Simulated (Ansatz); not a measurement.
# C3H7ClGe: up Jacob's ladder to CCSD(T)

An exercise on one series of results from a longer session: the logs are not shown, and one member is left open.

Program: Ansatz 0.2.0, Gaussian basis. Level of theory: functionals in def2-TZVPP, the program's frozen cores in correlated methods. These are calculated values, not measurements.

Levels to be run: LDA (SPW92), PBE-D4, revPBE-D4, BLYP-D4, r2SCAN-D4, B97M-V, PBE0-D4, B3LYP-D4, r2SCANh-D4, r2SCAN0-D4, HSE06-D4, BHLYP-D4, CAM-B3LYP-D4, LC-ωPBE, ωB97X-V, ωB97M-V, B2PLYP, PBE-QIDH; CCSD(T)/def2-SVP; CCSD(T)/def2-TZVPP; MP2/def2-QZVPP; extrapolation to the limit; RPA on PBE.

## The geometry

An earlier PBE0-D4 in a triple-zeta def2 set relaxation fixed the geometry.

12 atoms, charge 0, spin multiplicity 1.

Atoms are counted from 1 here; the program's logs count them from 0.

Bond lengths: C1–C2 1.522 Å, C1–H6 1.093 Å, C1–H7 1.096 Å, C1–H8 1.095 Å, C2–C3 1.524 Å, C2–Ge4 2.007 Å, C2–H9 1.099 Å, C3–H10 1.096 Å, C3–H11 1.095 Å, C3–H12 1.093 Å, Ge4–Cl5 2.201 Å. Angles: C2–C1–H6 110.9°, C2–C1–H7 110.7°, C2–C1–H8 112.5°, H6–C1–H7 107.7°, H6–C1–H8 107.7°, H7–C1–H8 107.1°, C1–C2–C3 112.1°, C1–C2–Ge4 112.4°, C1–C2–H9 109.1°, C3–C2–Ge4 110.4°, C3–C2–H9 108.9°, Ge4–C2–H9 103.6°, C2–C3–H10 110.7°, C2–C3–H11 112.7°, C2–C3–H12 110.9°, H10–C3–H11 107.0°, H10–C3–H12 107.7°, H11–C3–H12 107.7° and more.

Set-up of the first run:

in.yaml reads:

```yaml
crystal:
  periodic: [false, false, false]
  atoms:
    - {symbol: C, position_ang: [-0.652694, 0.354550, 1.112491]}
    - {symbol: C, position_ang: [-0.114314, -0.607264, 0.062368]}
    - {symbol: C, position_ang: [1.253418, -0.180270, -0.457795]}
    - {symbol: Ge, position_ang: [-1.391134, -0.868809, -1.463258]}
    - {symbol: Cl, position_ang: [-1.469451, 1.226205, -2.132033]}
    - {symbol: H, position_ang: [-0.766183, 1.359555, 0.698872]}
    - {symbol: H, position_ang: [0.032784, 0.420572, 1.964917]}
    - {symbol: H, position_ang: [-1.626235, 0.044750, 1.505311]}
    - {symbol: H, position_ang: [-0.029993, -1.609821, 0.503626]}
    - {symbol: H, position_ang: [1.982245, -0.137627, 0.359254]}
    - {symbol: H, position_ang: [1.654045, -0.869803, -1.208378]}
    - {symbol: H, position_ang: [1.204412, 0.812861, -0.911376]}
basis:
  gaussian: {orbitals: def2-TZVPP}
hamiltonian: {xc: lda}
output: {orbitals: {seedname: orbitals}}
```

Launch:

```bash
> ansatz run in.yaml --threads 4 --pin off --events-out ev --progress --plain --max-ram 11315MiB
```

Steps of the session up to this table: LDA; PBE-D4 (GGA); revPBE-D4 (GGA); BLYP-D4 (GGA); r2SCAN-D4 (meta-GGA); B97M-V (meta-GGA); B3LYP-D4 (hybrid); r2SCANh-D4 (hybrid); r2SCAN0-D4 (hybrid); HSE06-D4 (hybrid); BHLYP-D4 (hybrid); CAM-B3LYP-D4 (range-separated); LC-ωPBE (range-separated); ωB97X-V (range-separated); ωB97M-V (range-separated); B2PLYP (double hybrid); PBE-QIDH (double hybrid).

One of the session's tables, all rows but one given; the rest of the session is left out.

It belongs to the step «Frontier levels by functional». 

| functional | HOMO (eV) | LUMO (eV) | gap (eV) |
| --- | --- | --- | --- |
| LDA (SPW92) | -5.56 | -3.68 | 1.89 |
| PBE-D4 | -5.42 | -3.41 | 2.00 |
| revPBE-D4 | -5.36 | -3.31 | 2.06 |
| BLYP-D4 | -5.29 | -3.32 | 1.97 |
| r2SCAN-D4 | ? | ? | ? |
| B97M-V | -5.69 | -3.32 | 2.37 |
| PBE0-D4 | -6.48 | -2.63 | 3.85 |
| B3LYP-D4 | -6.31 | -2.86 | 3.45 |
| r2SCANh-D4 | -6.05 | -3.06 | 2.98 |
| r2SCAN0-D4 | -6.64 | -2.61 | 4.02 |
| HSE06-D4 | -6.09 | -3.00 | 3.09 |
| BHLYP-D4 | -7.44 | -1.78 | 5.67 |
| CAM-B3LYP-D4 | -7.75 | -1.62 | 6.13 |
| LC-ωPBE | -9.00 | -0.47 | 8.53 |
| ωB97X-V | -8.69 | -0.59 | 8.10 |
| ωB97M-V | -8.57 | -0.70 | 7.87 |

**Question.** Estimate the row for r2SCAN-D4.

Worked estimate for «HOMO (eV)». Against the share of exact exchange, r2SCANh-D4 (0.1, -6.05), r2SCAN0-D4 (0.25, -6.64) give a slope of -3.93 per unit share; at 0 the line stands at -5.66.

**Answer.** HOMO (eV): -5.65; LUMO (eV): -3.37; gap (eV): 2.29. In «HOMO (eV)» the line misses by -0.01.
